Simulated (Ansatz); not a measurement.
Ta3N:

```
CELL_PARAMETERS angstrom
3.03222 0.00000 0.00000
-1.51611 2.62598 0.00000
0.00000 0.00000 7.52414
ATOMIC_POSITIONS crystal
Ta 0.66667 0.33333 0.82607
Ta 0.33333 0.66667 0.17393
Ta 0.00000 0.00000 0.50000
N 0.00000 0.00000 0.00000
```

The cell comes from a database or a generator and needn't be the stable form of this composition.

Base run:

| Item | Value |
| --- | --- |
| Program | Ansatz 0.2.0 |
| Functional | PBEsol |
| Potentials or basis | all-electron LAPW, scalar-relativistic |
| Cutoff | 336 eV |
| Density cutoff | 1344 eV |
| Basis error allowed | 0.002 eV/atom |
| k mesh | 10 × 10 × 4 |
| Occupations | fermi-dirac, width 0.05 eV |
| Spin | no spin polarisation |

Its results: pressure -8.0 GPa; largest force 0.395 eV/Å.

Question: After a change of settings the same cell gave: pressure -1.7 GPa; largest force 0.319 eV/Å. Which change was it?
A. hubbard terms from none to Ta d U = 4 eV
B. basis error allowed from 0.002 eV/atom to 0.001 eV/atom
C. functional from PBEsol to LDA
D. hubbard terms from none to Ta d U = 6 eV

Answer: D.

Caveats: U is the effective U less J, on atomic orbitals that reach past the spheres (some runs); U without spin polarisation on a metal has little footing (some runs).

Not every run made on this cell is shown here.
